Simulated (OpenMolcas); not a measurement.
**Ru⁵⁺ among point charges: CASSCF and CASPT2 levels and susceptibility**

Aim: the splitting of the states of Ru⁵⁺ in the field of 4 point charges, its lowest levels with spin-orbit coupling and its magnetic susceptibility.

Method: state-averaged CASSCF and CASPT2, spin-orbit coupling by RASSI with atomic mean-field integrals. Code: OpenMolcas 26.06.

### 1 What is computed

- Species: Ru⁵⁺ (ruthenium, Z = 44, 39 electrons)
- Basis: ANO-RCC-VDZP [6s5p3d1f], 43 functions
- Scalar Hamiltonian: DKH2, point nucleus
- Inactive shells: 1s 2s 2p 3s 3p 3d 4s 4p
- Active space: 3 electrons in 5 orbitals (4d)
- Some configurations of this space: 4d3
- Orbitals: optimised for each spin and parity, averaged over all roots

Outer shells as boxes (Hund's rule):

4d3
```
4d [↑ ][↑ ][↑ ][  ][  ]
```

The ion sits among 4 point charges of -2 e arranged as a tetrahedron (Td), 1.71 Å from the ion.

Each step is its own input file, run in one work folder so that later steps find the files of earlier ones. Labels, J, g values, rates, χT and fits are worked out afterwards by a script from the matrices that RASSI stores.

### 2 GATEWAY and SEWARD: basis and integrals

a.inp reads:

```
&GATEWAY
Coord
1

Ru 0.0 0.0 0.0
Basis=ANO-RCC-VDZP
Group=NoSym
NoMove
AngMom=0.0 0.0 0.0
AMFI
XField
4 Angstrom 0
0.987269 0.987269 0.987269 -2.000000
0.987269 -0.987269 -0.987269 -2.000000
-0.987269 0.987269 -0.987269 -2.000000
-0.987269 -0.987269 0.987269 -2.000000
&SEWARD
```

On the command line:

```sh
$ OMP_NUM_THREADS=1 MOLCAS_MEM=1689 MOLCAS_PROJECT=a pymolcas a.inp > a.log
```

Output:

```text
Basis set label: RU.ANO-RCC...6S5P3D1F.

      Electronic valence basis set:
      ------------------
      Associated Effective Charge  44.000000 au
      Associated Actual Charge     44.000000 au
      Nuclear Model: Point charge

      Shell  nPrim  nBasis  Cartesian Spherical Contaminant
         s      21       6        X
         p      18       5        X
         d      13       3                 X
         f       6       1                 X
                  Relativistic Douglas-Kroll-Hess integrals:
                    - DKH order of Hamiltonian: 2
                    - DKH order of Properties : 0
                  Atomic mean-field integrals
```

### 3 CASSCF: quartets, 10 roots

a.inp reads:

```
&RASSCF
FileOrb=start.orb
Symmetry=1
Spin=4
nActEl=3 0 0
Inactive=18
Ras2=5
CIRoot=10 10 1
SDav=10
CIMx=300
Iter=120 100
PrWF=0.3
OrbListing=Nothing
MaxOrb=0
>>> COPY $Project.JobIph JOB001
```

start.orb holds the contracted functions of the basis, ordered by shell, or the orbitals of the step before.

Output, shortened:

```text
[...]
      Number of active orbitals                  5
[...]
      Spin quantum number                      1.5
[...]
      Active orbitals                            5
[...]
      Number of CSFs                            10
      Number of root(s) required                10
[...]
      Convergence after  8 iterations
[...]
      Natural orbitals and occupation numbers for root  1
      sym 1:   0.099748   1.000000   0.900252   0.099748   0.900252
      Natural orbitals and occupation numbers for root  2
      sym 1:   0.026022   0.026022   1.000000   0.973978   0.973978
      Natural orbitals and occupation numbers for root  3
      sym 1:   0.972266   0.972266   0.027734   0.027734   1.000000
::    RASSCF root number  1 Total energy:  -4534.15219703
::    RASSCF root number  2 Total energy:  -4534.15219703
::    RASSCF root number  3 Total energy:  -4534.15219703
[...]
::    RASSCF root number  7 Total energy:  -4534.10911028
::    RASSCF root number  8 Total energy:  -4534.06851787
::    RASSCF root number  9 Total energy:  -4534.06851787
::    RASSCF root number 10 Total energy:  -4534.06851787
```

### 4 CASSCF: doublets, 40 roots

a.inp reads:

```
&RASSCF
FileOrb=start.orb
Symmetry=1
Spin=2
nActEl=3 0 0
Inactive=18
Ras2=5
CIRoot=40 40 1
SDav=40
CIMx=300
Iter=120 100
PrWF=0.3
OrbListing=Nothing
MaxOrb=0
>>> COPY $Project.JobIph JOB002
```

Output, shortened:

```text
[...]
      Number of active orbitals                  5
[...]
      Spin quantum number                      0.5
[...]
      Active orbitals                            5
[...]
      Number of CSFs                            40
      Number of root(s) required                40
[...]
      Convergence after  7 iterations
[...]
      Natural orbitals and occupation numbers for root  1
      sym 1:   0.102518   0.076010   1.792198   0.055590   0.973683
      Natural orbitals and occupation numbers for root  2
      sym 1:   0.080069   0.053561   0.973683   0.100489   1.792198
      Natural orbitals and occupation numbers for root  3
      sym 1:   0.206989   0.378599   0.637975   0.627886   1.148551
::    RASSCF root number  1 Total energy:  -4534.08952269
::    RASSCF root number  2 Total energy:  -4534.08952269
::    RASSCF root number  3 Total energy:  -4534.07287118
[...]
::    RASSCF root number 27 Total energy:  -4534.02098396
::    RASSCF root number 28 Total energy:  -4534.02098396
::    RASSCF root number 29 Total energy:  -4533.97540520
::    RASSCF root number 30 Total energy:  -4533.97540520
```

### 5 RASSI: spin-orbit coupling between the states

a.inp reads:

```
&RASSI
NrOfJobIphs=2 10 40
1 2 3 4 5 6 7 8 9 10
1 2 3 4 5 6 7 8 9 10 11 12 13 14 15 16 17 18 19 20 21 22 23 24 25 26 27
28 29 30 31 32 33 34 35 36 37 38 39 40
IphNames
JOB001
JOB002
EJob
SpinOrbit
DIPRint=1.0
SOCoupling=1000.0
Subsets=2
Property=9
'ANGMOM' 1 'ANGMOM' 2 'ANGMOM' 3 'MLTPL  1' 1 'MLTPL  1' 2 'MLTPL  1' 3
'AMFI' 1 'AMFI' 2 'AMFI' 3
SOProperty=3
'ANGMOM' 1 'ANGMOM' 2 'ANGMOM' 3
```

Output:

```text
SPIN-FREE ENERGIES:
  (Shifted by EMIN (a.u.) =      -4534.1521970286)

 SF State       Relative EMIN(au)   Rel lowest level(eV)    D:o, cm**(-1)      L_eff

     1             0.0000000000        0.0000000000              0.0000         3.0
     2             0.0000000000        0.0000000000              0.0000         3.0
     3             0.0000000000        0.0000000000              0.0000         3.0
     4             0.0196719819        0.5353018969           4317.5010         3.0
     5             0.0196719819        0.5353018969           4317.5010         3.0
     6             0.0196719819        0.5353018969           4317.5010         3.0
     7             0.0430867472        1.1724501198           9456.4480         3.0
    11             0.0626743340        1.7054555107          13755.4264         4.0
    12             0.0626743340        1.7054555107          13755.4264         4.0
    13             0.0793258445        2.1585661953          17410.0105         3.9
    14             0.0793258445        2.1585661953          17410.0105         3.9
    15             0.0793258445        2.1585661953          17410.0105         3.9
    16             0.0794105130        2.1608701404          17428.5931         4.3
    17             0.0794105130        2.1608701404          17428.5931         4.3
    18             0.0794105130        2.1608701404          17428.5931         4.3
    10             0.0836791565        2.2770258469          18365.4520         1.0
     8             0.0836791565        2.2770258469          18365.4520         1.0
     9             0.0836791565        2.2770258469          18365.4520         1.0
    19             0.0929331560        2.5288400018          20396.4701         4.0
    20             0.1000619911        2.7228254870          21961.0686         2.8
    21             0.1000619911        2.7228254870          21961.0686         2.8
    22             0.1000619911        2.7228254870          21961.0686         2.8
    23             0.1090560782        2.9675670658          23935.0426         4.5
    24             0.1090560782        2.9675670658          23935.0426         4.5
    25             0.1090560782        2.9675670658          23935.0426         4.5
    26             0.1114883578        3.0337527668          24468.8662         4.7
    27             0.1114883578        3.0337527668          24468.8662         4.7
    28             0.1114883578        3.0337527668          24468.8662         4.7
    29             0.1184970877        3.2244700217          26007.1046         4.4
    30             0.1184970877        3.2244700217          26007.1046         4.4
    31             0.1293534934        3.5198878704          28389.8103         4.2
    32             0.1293534934        3.5198878704          28389.8103         4.2
    33             0.1293534934        3.5198878704          28389.8103         4.2
    34             0.1300497123        3.5388329529          28542.6127         3.0
    35             0.1300497123        3.5388329529          28542.6127         3.0
    36             0.1300497123        3.5388329529          28542.6127         3.0
    37             0.1312130637        3.5704893572          28797.9388         3.0
    38             0.1312130637        3.5704893572          28797.9388         3.0
    39             0.1767918275        4.8107507028          38801.3212         3.0
    40             0.1767918275        4.8107507028          38801.3212         3.0
Eigenvalues of complex Hamiltonian:
   -----------------------------------
  (Shifted by EMIN (a.u.) =      -4534.1521970286)

 SO State       Relative EMIN(au)   Rel lowest level(eV)    D:o, cm**(-1)     J-value

     1            -0.0091996003        0.0000000000              0.0000         1.8
     2            -0.0091996003        0.0000000000              0.0000         1.6
     3            -0.0091996003        0.0000000000              0.0000         1.5
     4            -0.0091996003        0.0000000000              0.0000         1.7
     5            -0.0058960701        0.0898936380            725.0411         2.1
     6            -0.0058960701        0.0898936380            725.0411         2.1
     7             0.0003439588        0.2596934727           2094.5691         2.7
     8             0.0003439588        0.2596934727           2094.5691         2.7
     9             0.0003439588        0.2596934727           2094.5691         2.8
    10             0.0003439588        0.2596934727           2094.5691         2.5
    11             0.0060677359        0.4154453840           3350.7930         3.3
    12             0.0060677359        0.4154453840           3350.7930         3.3
    13             0.0163800033        0.6960564741           5614.0741         2.6
    14             0.0163800033        0.6960564741           5614.0741         2.5
    15             0.0163800033        0.6960564741           5614.0741         2.6
    16             0.0163800033        0.6960564741           5614.0741         2.6
    17             0.0168864163        0.7098366747           5725.2189         2.6
    18             0.0168864163        0.7098366747           5725.2189         2.6
    19             0.0212539964        0.8286845833           6683.7919         3.1
    20             0.0212539964        0.8286845833           6683.7919         3.1
    21             0.0229688149        0.8753471708           7060.1511         2.9
    22             0.0229688149        0.8753471708           7060.1511         3.7
    23             0.0229688149        0.8753471708           7060.1511         3.7
    24             0.0229688149        0.8753471708           7060.1511         2.9
    25             0.0440287627        1.4484175466          11682.2754         2.9
    26             0.0440287627        1.4484175466          11682.2754         3.5
    27             0.0440287627        1.4484175466          11682.2754         3.5
    28             0.0440287627        1.4484175466          11682.2754         2.9
    29             0.0604632224        1.8956219768          15289.2223         2.7
    30             0.0604632224        1.8956219768          15289.2223         2.7
    31             0.0604632224        1.8956219768          15289.2223         3.4
    32             0.0604632224        1.8956219768          15289.2223         3.4
    33             0.0749454654        2.2897038830          18467.7073         2.8
    34             0.0749454654        2.2897038830          18467.7073         2.8
    35             0.0750611498        2.2928518168          18493.0971         2.8
    36             0.0750611498        2.2928518168          18493.0971         2.8
    37             0.0757509872        2.3116232494          18644.4989         1.6
    38             0.0757509872        2.3116232494          18644.4989         1.4
    39             0.0757509872        2.3116232494          18644.4989         1.5
    40             0.0757509872        2.3116232494          18644.4989         1.2
    41             0.0760037081        2.3185001339          18699.9647         1.8
Weights of the five most important spin-orbit-free states for each spin-orbit state.

 SO State  Total energy (au)           Spin-free states, spin, and weights
 -------------------------------------------------------------------------------------------------------
    1        -0.009200       3 1.5  0.3772    2 1.5  0.3439    1 1.5  0.1617    4 1.5  0.0434    6 1.5  0.0423
    2        -0.009200       3 1.5  0.3877    2 1.5  0.2598    1 1.5  0.2353    4 1.5  0.0445    6 1.5  0.0376
    3        -0.009200       1 1.5  0.4313    2 1.5  0.2407    3 1.5  0.2109    5 1.5  0.0523    6 1.5  0.0270
    4        -0.009200       1 1.5  0.3488    2 1.5  0.3327    3 1.5  0.2014    5 1.5  0.0493    6 1.5  0.0254
    5        -0.005896       2 1.5  0.3229    1 1.5  0.3229    3 1.5  0.3229    4 1.5  0.0091    6 1.5  0.0091
    6        -0.005896       2 1.5  0.3229    3 1.5  0.3229    1 1.5  0.3229    5 1.5  0.0091    6 1.5  0.0091
    7         0.000344       3 1.5  0.4747    1 1.5  0.2975    2 1.5  0.1222    6 1.5  0.0331    4 1.5  0.0327
    8         0.000344       2 1.5  0.4811    1 1.5  0.2774    3 1.5  0.1359    5 1.5  0.0333    4 1.5  0.0319
    9         0.000344       2 1.5  0.4260    3 1.5  0.3126    1 1.5  0.1559    6 1.5  0.0380    4 1.5  0.0337
   10         0.000344       1 1.5  0.4618    3 1.5  0.2694    2 1.5  0.1633    5 1.5  0.0399    4 1.5  0.0304
   11         0.006068       1 1.5  0.3136    2 1.5  0.3136    3 1.5  0.3136    4 1.5  0.0161    5 1.5  0.0161
   12         0.006068       1 1.5  0.3136    3 1.5  0.3136    2 1.5  0.3136    4 1.5  0.0161    5 1.5  0.0161
```

Time for these steps: 9 s (1 thread of Arm Neoverse V2, shared host).

Spin-free states, with their symmetry labels:

```
state  degeneracy  E (cm-1)  free-ion L (%)
  4T1           3         0          F (99)
  4T2           3      4318         F (100)
  4A2           1      9456         F (100)
   2E           2     13755          G (59)
  2T2           3     17410          G (86)
  2T1           3     17429          G (71)
  4T1           3     18365          P (99)
  2A1           1     20396         G (100)
  2T1           3     21961          P (67)
  2T2           3     23935          H (72)
  2T1           3     24469          H (79)
   2E           2     26007          H (69)
  2T1           3     28390          H (62)
  2T2           3     28543          D (74)
   2E           2     28798          D (61)
  2T2           3     38801          F (97)
  2T1           3     39380          F (94)
  2A2           1     39936         F (100)
  2T2           3     60623          D (97)
   2E           2     60786         D (100)
```

With spin-orbit coupling:

```
E (cm-1)  Degeneracy  Label  2S+1               g
     0.0           4     Γ8     4                
   725.0           2     Γ7     4  1.64 1.64 1.64
    2095           4     Γ8     4                
    3351           2     Γ6     4  3.03 3.03 3.03
    5614           4     Γ8     4                
    5725           2     Γ7     4  3.60 3.60 3.60
    6684           2     Γ6     4  1.07 1.07 1.07
    7060           4     Γ8     4                
   11682           4     Γ8     4                
   15289           4     Γ8     2                
   18468           2     Γ6     2  1.10 1.10 1.10
   18493           2     Γ7     2  2.17 2.17 2.17
   18644           4     Γ8     4                
   18700           2     Γ6     4  1.22 1.22 1.22
   19041           4     Γ8     2                
   20602           4     Γ8     2                
   20873           2     Γ7     4  2.57 2.57 2.57
   21082           4     Γ8     4                
   21778           2     Γ6     2  1.58 1.58 1.58
   24237           2     Γ6     2  1.32 1.32 1.32
   24524           4     Γ8     2                
   26069           4     Γ8     2                
   26534           4     Γ8     2                
   26654           2     Γ7     2  3.22 3.22 3.22
```

Principal g values are given for doublets only; a zero marks a field direction without first-order Zeeman splitting.

Powder χT (cm³ K/mol): 0.14 at 2 K, 0.14 at 5 K, 0.15 at 10 K, 0.15 at 20 K, 0.17 at 50 K, 0.19 at 100 K, 0.22 at 150 K, 0.24 at 200 K, 0.27 at 250 K, 0.30 at 300 K.

A ligand-field fit to the states below 45000 cm-1 gives 10Dq = -5195 cm-1, B = 982 cm-1 and C = 4061 cm-1 (C/B = 4.14), with a deviation of 64 cm-1.

[end of part 1 of 2]
